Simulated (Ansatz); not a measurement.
This script drives Ansatz's Python interface.

`run_methods.py`:
```python
# -*- coding: utf-8 -*-
"""CH3AlFGeN at several levels of theory."""

from pathlib import Path

import ansatz as az
from ase import Atoms
import numpy as np


def main():
    atoms = Atoms(["F", "Ge", "N", "C", "Al", "H", "H", "H"], positions=[
        [-2.2235, -0.5734, 0.7578],
        [-0.899, 0.5362, 0.5236],
        [0.5852, -0.1576, 1.3422],
        [1.2742, -0.7263, 0.314],
        [0.2096, 0.0675, -1.2753],
        [-1.1507, 2.0373, 0.8969],
        [2.1217, -1.3423, 0.2445],
        [0.1746, 0.1015, -2.8595],
    ])
    geometry = az.Crystal.molecule_from_ase(atoms)

    calc = geometry.calculation().basis(gaussian="def2-SVP")

    print("functional    E (Ha)        dipole (D)   HOMO (eV)  LUMO (eV)")
    for name in ["b3lyp", "r2scan0", "revpbe", "hse06"]:
        report = calc.functional(name).forces().orbitals().run(threads=1, runs_dir="runs").report
        lines = Path(report["orbitals_path"]).read_text().splitlines()
        field_of = lambda key: [line.split("=")[1].strip() for line in lines if line.startswith(key)]
        orbitals = [(27.211386 * float(e), s, float(n)) for e, s, n in zip(field_of("Ene="), field_of("Spin="), field_of("Occup="))]
        homo = max(e for e, _, n in orbitals if n > 0.5)
        lumo = min(e for e, _, n in orbitals if n < 0.5)
        dipole = 4.803205 * np.linalg.norm(report["charge_distribution"]["dipole_moment_e_ang"])
        print(f"{name:10s} {report['free_energy_ev'] / 27.211386246:14.6f} {dipole:9.3f} {homo:11.3f} {lumo:10.3f}")


if __name__ == "__main__":
    main()
```

It is started by `python run_methods.py`. Estimate its wall time and peak memory on 1 thread of Arm Neoverse V2, with other jobs on the host.

It took about 24 s, with a peak of 0.34 GiB, for 4 runs of the engine.

Running `python run_methods.py` prints:
```text
functional    E (Ha)        dipole (D)   HOMO (eV)  LUMO (eV)
b3lyp        -2513.445254     3.070      -6.230     -2.695
r2scan0      -2513.198434     3.311      -6.647     -2.468
revpbe       -2513.110778     2.677      -5.158     -3.279
hse06        -2512.786806     3.127      -6.084     -2.919
```

Caveats:
- Total energies depend on the basis set; only differences at equal settings carry meaning.
- The geometry is a force-field or estimated start, not a minimum of this method, and the basis set is short of its limit. A lower total doesn't mark the better method: functionals have no common bound, and MP2 and coupled cluster aren't variational.
- b3lyp holds the VWN-RPA fit, as in Gaussian; the form of ORCA and Turbomole is b3lyp5.
- Levels such as HOMO and LUMO are orbital energies: with these approximate functionals they aren't the ionisation energy and electron affinity, and their gap isn't the fundamental gap.
- hse06 follows the composition of plane-wave codes, whose totals differ by tens of mHa, up to about 0.1 Ha, from the form usual in Gaussian-basis programs (wpbeh).
